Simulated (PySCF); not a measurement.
# KSr+: from the state search to spectroscopic constants

One table from this session's results is given with a row withheld; the runs are named, their logs left out.

The runs use PySCF 2.14.0; K def2-SVP, Sr def2-SVP with ECP28, scalar-relativistic core potentials.

The first run:

Settings of the job:

```
atoms                         : K, Sr
charge                        : 1
basis                         : K def2-SVP, Sr def2-SVP with ECP28
Hamiltonian                   : scalar-relativistic core potentials
basis functions               : 47
electrons treated             : 28
masses in u                   : 38.9637, 87.9056
levels                        : PBE0, PBE, r²SCAN, B97-3, TPSSh, r²SCAN0, HF, MP2, SCS-MP2, CCSD, CCSD(T)
grid                          : 80 radial by 434 angular points
occupations                   : held fixed by the projection of orbital angular momentum
dissociation limit            : K+ + Sr, each in its ground configuration
starting distance in angstrom : 3.755
values of 2S to try           : 0, 2
```

Run with:

```bash
> OMP_NUM_THREADS=1 python dia.py task.json out
```

Among the steps run: The job; PBE0 along the bond; Other states along the same grid; PBE (GGA); r²SCAN (meta-GGA); B97-3; TPSSh; r²SCAN0 (hybrid meta-GGA); RHF (mean field); Adding correlation.

One of the session's tables, all rows but one given; the rest of the session is left out.

Energy (eV) from each level's lowest point:

| R (Å) | RHF | RHF-MP2 | RHF-SCS-MP2 | RHF-CCSD | RHF-CCSD(T) |
| --- | --- | --- | --- | --- | --- |
| 3.690 | 0.272 | 0.164 | 0.177 | n/a | n/a |
| 3.862 | 0.153 | 0.078 | 0.086 | 0.085 | 0.084 |
| 4.034 | ? | ? | ? | ? | ? |
| 4.162 | 0.037 | 0.008 | 0.011 | 0.010 | 0.009 |
| 4.291 | 0.014 | 0.000 | 0.001 | 0.000 | 0.000 |
| 4.420 | 0.002 | 0.001 | 0.000 | 0.000 | 0.000 |
| 4.591 | 0.000 | 0.012 | 0.010 | 0.010 | 0.011 |
| 4.806 | 0.013 | 0.038 | 0.033 | 0.035 | 0.036 |
| 5.063 | 0.044 | 0.077 | 0.070 | 0.075 | 0.076 |
| 5.407 | 0.097 | 0.136 | 0.128 | n/a | n/a |

Estimate the missing values for R (Å) = 4.034.

Worked estimate for «RHF». A straight line through the neighbours (3.862, 0.153) and (4.162, 0.037) gives 0.153 + (0.037 − 0.153) × (4.034 − 3.862) / (4.162 − 3.862) = 0.086; a parabola fitted to 4 rows on both sides gives 0.073.

**Answer.** RHF: 0.074; RHF-MP2: 0.027; RHF-SCS-MP2: 0.033; RHF-CCSD: 0.031; RHF-CCSD(T): 0.031. In «RHF» the line misses by +0.012 and the parabola by -0.001.
